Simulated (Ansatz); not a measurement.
# BrH₅OSi: search for a transition state, part 2 of 2

Ansatz 0.2.0, Gaussian basis; PBE0-D4.

**6. Vibrations at the point found**

vib/in.yaml reads:

```yaml
crystal:
  periodic: [false, false, false]
  atoms:
    - {symbol: Si, position_ang: [0.115755, 0.556398, -0.207735]}
    - {symbol: H, position_ang: [0.457018, -0.756387, -1.290866]}
    - {symbol: H, position_ang: [1.210844, 1.207823, -0.968047]}
    - {symbol: H, position_ang: [-1.184894, 1.072214, -0.654403]}
    - {symbol: O, position_ang: [0.700488, 0.593013, 1.298477]}
    - {symbol: H, position_ang: [-0.104956, -1.161199, -0.762922]}
    - {symbol: Br, position_ang: [-1.383577, -1.571660, 0.664856]}
    - {symbol: H, position_ang: [0.189222, 0.059798, 1.920540]}
basis:
  gaussian: {orbitals: def2-TZVP}
hamiltonian: {xc: pbe0, dispersion: d4}
phonons: {temperatures: {t_min: 298.15, t_max: 900, t_step: 200}}
```

Run with:

```console
> ansatz run in.yaml --threads 4 --pin off --events-out ev --progress --plain --max-ram 9574MiB
```

Output (excerpt; [...] marks lines left out):

```text
Functional definition: PBE0
  name "PBE0"
  cite "Adamo & Barone, J. Chem. Phys. 110, 6158 (1999) doi:10.1063/1.478522"
  cite "Perdew, Burke & Ernzerhof, Phys. Rev. Lett. 77, 3865 (1996) doi:10.1103/PhysRevLett.77.3865"
  parent pbe
[...]
1052 factors; their error is unknown
[...]
mean field -80039.79017950 eV, -2941.4080361783 hartree, gradient 3.2e-5 eV, S^2 0.000000; 0 other end points of the search recorded, 0 dependent functions left out
[...]
reference -80039.79020769 eV, -2941.4080372141 hartree; 31, 31 occupied and 115, 115 virtual orbitals, 1052 factors
[... from here to the last solve, the lines of the solves are left out (47 solves) ...]
1052 factors; their error is unknown
[...]
mean field -80039.79010115 eV, -2941.4080332990 hartree, gradient 1.6e-6 eV, S^2 0.000000; 0 other end points of the search recorded, 0 dependent functions left out
[...]
WARN: phonons: modes at or below zero, which the zero-point energy, F, S and C_V leave out: 1, the lowest at -601.12 cm⁻¹. A minimum has none, and a first-order saddle one
[...]
Total energy: -80039.91904136 eV, -2941.4127717644 hartree
Atom 0 at     0.115755     0.556398    -0.207735 Å, force     0.001093    -0.000123     0.002578 eV/Å
Atom 1 at     0.457018    -0.756387    -1.290866 Å, force    -0.000945    -0.001744    -0.000020 eV/Å
Atom 2 at     1.210844     1.207823    -0.968047 Å, force     0.000184     0.000150     0.000299 eV/Å
Atom 3 at    -1.184894     1.072214    -0.654403 Å, force     0.000172     0.000065     0.000357 eV/Å
Atom 4 at     0.700488     0.593013     1.298477 Å, force    -0.001755     0.000562    -0.002314 eV/Å
Atom 5 at    -0.104956    -1.161199    -0.762922 Å, force     0.000858     0.000855    -0.001987 eV/Å
Atom 6 at    -1.383577    -1.571660     0.664856 Å, force     0.000249     0.000212     0.000515 eV/Å
Atom 7 at     0.189222     0.059798     1.920540 Å, force     0.000145     0.000025     0.000572 eV/Å
Dipole moment:     0.296166     0.342113    -0.343645 e Å
Vibrations: -601.12 216.62 236.45 321.53 539.69 625.35 677.28 827.89 907.55 923.04 975.92 1007.52 1061.67 1467.17 2231.02 2311.65 2682.08 3804.08 cm⁻¹, zero-point energy 1.290458 eV
```

Wall time 69 s (4 threads of Arm Neoverse V2, shared host).

The modes, with what each moves most:

| mode | wavenumber (cm⁻¹) | character |
| --- | --- | --- |
| 1 | 601i | changes H2–H6, Si1–H2, H6–Br7 |
| 2 | 217 | not assigned (largely outside the bonds, angles and torsions drawn) |
| 3 | 236 | not assigned (largely outside the bonds, angles and torsions drawn) |
| 4 | 322 | not assigned (largely outside the bonds, angles and torsions drawn) |
| 5 | 540 | not assigned (largely outside the bonds, angles and torsions drawn) |
| 6 | 625 | not assigned (largely outside the bonds, angles and torsions drawn) |
| 7 | 677 | bend |
| 8 | 828 | bend with wag or twist |
| 9 | 908 | not assigned (largely outside the bonds, angles and torsions drawn) |
| 10 | 923 | Si–O stretch with bend |
| 11 | 976 | bend with Si–O stretch |
| 12 | 1008 | bend |
| 13 | 1062 | not assigned (largely outside the bonds, angles and torsions drawn) |
| 14 | 1467 | not assigned (largely outside the bonds, angles and torsions drawn) |
| 15 | 2231 | Si–H stretch |
| 16 | 2312 | Si–H stretch |
| 17 | 2682 | not assigned (largely outside the bonds, angles and torsions drawn) |
| 18 | 3804 | O–H stretch |

Vibrational sums (real modes only):

| T (K) | entropy (J/mol/K) | heat capacity (J/mol/K) |
| --- | --- | --- |
| 298 | 29.9 | 46.0 |
| 498 | 60.8 | 74.2 |
| 698 | 88.8 | 91.5 |
| 898 | 113.3 | 103.1 |

**7. Relaxing after a step of 0.30 Å one way along the mode**

downa/in.yaml reads:

```yaml
crystal:
  periodic: [false, false, false]
  atoms:
    - {symbol: Si, position_ang: [-0.002246, 0.502411, -0.093818]}
    - {symbol: H, position_ang: [0.511575, -0.837740, -1.432792]}
    - {symbol: H, position_ang: [1.116999, 1.055416, -0.937506]}
    - {symbol: H, position_ang: [-1.228574, 1.102949, -0.657947]}
    - {symbol: O, position_ang: [0.706060, 0.633699, 1.379992]}
    - {symbol: H, position_ang: [0.075702, -1.125098, -0.999691]}
    - {symbol: Br, position_ang: [-1.392937, -1.411529, 0.739906]}
    - {symbol: H, position_ang: [0.213320, 0.079893, 2.001756]}
basis:
  gaussian: {orbitals: def2-TZVP}
hamiltonian: {xc: pbe0, dispersion: d4}
relax: {f_tol: 0.005, max_steps: 200}
```

Run with:

```console
> ansatz run in.yaml --threads 4 --pin off --events-out ev --progress --plain --max-ram 9574MiB
```

Output (excerpt; [...] marks lines left out):

```text
[... 5 set-up lines as earlier in the session ...]
[...]
1052 factors; their error is unknown
[...]
mean field -80039.85263429 eV, -2941.4103313495 hartree, gradient 2.7e-5 eV, S^2 0.000000; 0 other end points of the search recorded, 0 dependent functions left out
[...]
reference -80039.85266184 eV, -2941.4103323620 hartree; 31, 31 occupied and 115, 115 virtual orbitals, 1052 factors
relax step   1: F+E_penalty+E_count = -80039.98211291 eV  Δ(F+E_penalty+E_count) = +0.000e0 eV  max|allowed force component| = 2.753e0 eV/Å  Δτ_max = 0.0000 Å  (27 SCF iters, accepted)
[...]
reference -80041.70498168 eV, -2941.4784038607 hartree; 31, 31 occupied and 115, 115 virtual orbitals, 1052 factors
Total energy: -80041.81873320 eV, -2941.4825841519 hartree
Atom 0 at    -0.203329     0.667166     0.466061 Å, force    -0.001059     0.001019     0.001142 eV/Å
Atom 1 at     0.796766    -1.781077    -2.884797 Å, force    -0.001908    -0.000434     0.003384 eV/Å
Atom 2 at     0.816581     0.618212    -0.596979 Å, force     0.000803     0.000340     0.000310 eV/Å
Atom 3 at    -1.277842     1.646047     0.183539 Å, force    -0.000993     0.000161    -0.000687 eV/Å
Atom 4 at     0.591283     1.002371     1.852579 Å, force     0.000037    -0.001101     0.001420 eV/Å
Atom 5 at     0.391558    -1.865138    -2.263092 Å, force     0.002077     0.000124    -0.003439 eV/Å
Atom 6 at    -1.208295    -1.314801     0.571259 Å, force    -0.000328    -0.000500    -0.000232 eV/Å
Atom 7 at     0.093177     1.027222     2.671329 Å, force     0.001371     0.000390    -0.001898 eV/Å
Dipole moment:    -0.088119     0.247178     0.173565 e Å
```

Run time: 46 s. Hardware: 4 threads of Arm Neoverse V2, shared host.

Step by step:

| step | energy from step 1 (eV) | largest force component (eV/Å) |
| --- | --- | --- |
| 1 | 0.0000 | 2.7526 |
| 2 | -0.4429 | 0.6122 |
| 3 | -0.7511 | 0.8736 |
| 4 | -1.0734 | 0.9720 |
| 5 | -1.4149 | 0.5381 |
| 6 | -1.6491 | 0.6659 |
| 7 | -1.7635 | 0.1514 |
| 8 | -1.7974 | 0.1465 |
| 9 | -1.8130 | 0.0982 |
| 10 | -1.8251 | 0.3841 |
| 11 | -1.8330 | 0.0623 |
| 12 | -1.8338 | 0.0697 |
| 13 | -1.8344 | 0.0578 |
| 14 | -1.8347 | 0.1262 |
| 15 | -1.8360 | 0.0160 |
| 16 | -1.8362 | 0.0343 |
| 17 | -1.8356 | 0.1884 |
| 18 | -1.8364 | 0.0051 |
| 19 | -1.8364 | 0.0719 |
| 20 | -1.8365 | 0.0145 |
| 21 | -1.8366 | 0.0036 |
| 22 | -1.8366 | 0.0028 |
| 23 | -1.8366 | 0.0034 |

Close pairs (by a distance rule), those that changed most:

| bond | before (Å) | after (Å) | change (Å) |
| --- | --- | --- | --- |
| Si1–Br7 | 2.508 | 2.225 | -0.284 |
| H2–H6 | 0.678 | 0.747 | +0.069 |
| Si1–H3 | 1.507 | 1.474 | -0.033 |
| O5–H8 | 0.968 | 0.959 | -0.009 |
| Si1–O5 | 1.640 | 1.633 | -0.008 |
| Si1–H4 | 1.477 | 1.481 | +0.003 |

**8. Relaxing after a step of 0.30 Å the other way along the mode**

downb/in.yaml reads:

```yaml
crystal:
  periodic: [false, false, false]
  atoms:
    - {symbol: Si, position_ang: [0.233757, 0.610385, -0.321652]}
    - {symbol: H, position_ang: [0.402461, -0.675034, -1.148940]}
    - {symbol: H, position_ang: [1.304690, 1.360231, -0.998588]}
    - {symbol: H, position_ang: [-1.141215, 1.041479, -0.650859]}
    - {symbol: O, position_ang: [0.694916, 0.552328, 1.216963]}
    - {symbol: H, position_ang: [-0.285614, -1.197300, -0.526154]}
    - {symbol: Br, position_ang: [-1.374218, -1.731792, 0.589806]}
    - {symbol: H, position_ang: [0.165123, 0.039703, 1.839324]}
basis:
  gaussian: {orbitals: def2-TZVP}
hamiltonian: {xc: pbe0, dispersion: d4}
relax: {f_tol: 0.005, max_steps: 200}
```

Run with:

```console
> ansatz run in.yaml --threads 4 --pin off --events-out ev --progress --plain --max-ram 9574MiB
```

Output (excerpt; [...] marks lines left out):

```text
[... 5 set-up lines as earlier in the session ...]
[...]
1052 factors; their error is unknown
[...]
mean field -80040.15536986 eV, -2941.4214566765 hartree, gradient 1.8e-5 eV, S^2 0.000000; 0 other end points of the search recorded, 0 dependent functions left out
[...]
reference -80040.15539810 eV, -2941.4214577144 hartree; 31, 31 occupied and 115, 115 virtual orbitals, 1052 factors
relax step   1: F+E_penalty+E_count = -80040.28298402 eV  Δ(F+E_penalty+E_count) = +0.000e0 eV  max|allowed force component| = 8.674e-1 eV/Å  Δτ_max = 0.0000 Å  (26 SCF iters, accepted)
[...]
reference -80040.89022640 eV, -2941.4484621563 hartree; 31, 31 occupied and 115, 115 virtual orbitals, 1052 factors
Total energy: -80040.99716348 eV, -2941.4523920214 hartree
Atom 0 at     0.421136     0.888299    -0.473868 Å, force    -0.002234    -0.001422     0.001633 eV/Å
Atom 1 at     0.432479    -0.376755    -1.271721 Å, force    -0.000578     0.000789     0.001012 eV/Å
Atom 2 at     1.555753     1.739353    -0.896466 Å, force     0.002269     0.000710    -0.000838 eV/Å
Atom 3 at    -0.867807     1.575193    -0.757036 Å, force     0.000208    -0.000961    -0.000186 eV/Å
Atom 4 at     0.633426     0.585128     1.126511 Å, force     0.002335     0.003044    -0.001377 eV/Å
Atom 5 at    -0.725735    -2.104851    -0.232478 Å, force     0.000375     0.000728    -0.001081 eV/Å
Atom 6 at    -1.472443    -2.272651     0.968881 Å, force    -0.000344    -0.000615     0.000816 eV/Å
Atom 7 at     0.023092    -0.033715     1.536076 Å, force    -0.002031    -0.002274     0.000021 eV/Å
Dipole moment:    -0.141036    -0.179880    -0.137725 e Å
```

Wall time 35 s (4 threads of Arm Neoverse V2, shared host).

The steps of the relaxation: (the energy doesn't fall at every step)

| step | energy from step 1 (eV) | largest force component (eV/Å) |
| --- | --- | --- |
| 1 | 0.0000 | 0.8674 |
| 2 | -0.2547 | 1.0403 |
| 3 | -0.4744 | 0.9917 |
| 4 | -0.6348 | 0.7041 |
| 5 | -0.6579 | 0.3284 |
| 6 | -0.6915 | 0.1419 |
| 7 | -0.6875 | 0.3453 |
| 8 | -0.7028 | 0.0990 |
| 9 | -0.7083 | 0.0354 |
| 10 | -0.7055 | 0.4416 |
| 11 | -0.7115 | 0.0374 |
| 12 | -0.7121 | 0.1337 |
| 13 | -0.7128 | 0.0992 |
| 14 | -0.7138 | 0.0224 |
| 15 | -0.7140 | 0.0167 |
| 16 | -0.7141 | 0.0093 |
| 17 | -0.7141 | 0.0069 |
| 18 | -0.7141 | 0.0030 |

Close pairs (by a distance rule), those that changed most:

| bond | before (Å) | after (Å) | change (Å) |
| --- | --- | --- | --- |
| H6–Br7 | 1.648 | 1.424 | -0.224 |
| Si1–H2 | 1.538 | 1.496 | -0.042 |
| Si1–O5 | 1.607 | 1.643 | +0.035 |
| Si1–H4 | 1.478 | 1.488 | +0.010 |
| Si1–H3 | 1.472 | 1.480 | +0.008 |
| O5–H8 | 0.965 | 0.961 | -0.004 |

**9. The three structures**

| pair | start side (Å) | saddle (Å) | end side (Å) |
| --- | --- | --- | --- |
| Si1–Br7 | 3.957 | 2.746 | 2.225 |
| H2–H6 | 2.325 | 0.871 | 0.747 |
| Si1–H2 | 1.496 | 1.736 | 4.269 |
| H6–Br7 | 1.424 | 1.960 | 3.301 |

**10. Summary of results**

The summary covers parts 1 to 2.

| quantity | value |
| --- | --- |
| imaginary mode | 601i cm⁻¹ |
| barrier from the start side | 24.9 kcal/mol |
| barrier from the end side | 43.8 kcal/mol |
| energy of the step | -18.9 kcal/mol |
| pairs that change | Si1–Br7 formed, H2–H6 formed, Si1–H2 broken, H6–Br7 broken |
| zero-point energy at the saddle | 1.290 eV |

In words: One imaginary mode, 601i cm⁻¹, makes this a first-order saddle. Going downhill both ways gives the intended start and end. At PBE0-D4/def2-TZVP the electronic barrier is 24.9 kcal/mol, about 42 kT at 298 K, and the step runs 18.9 kcal/mol downhill. Lower complexes than these ends may exist.
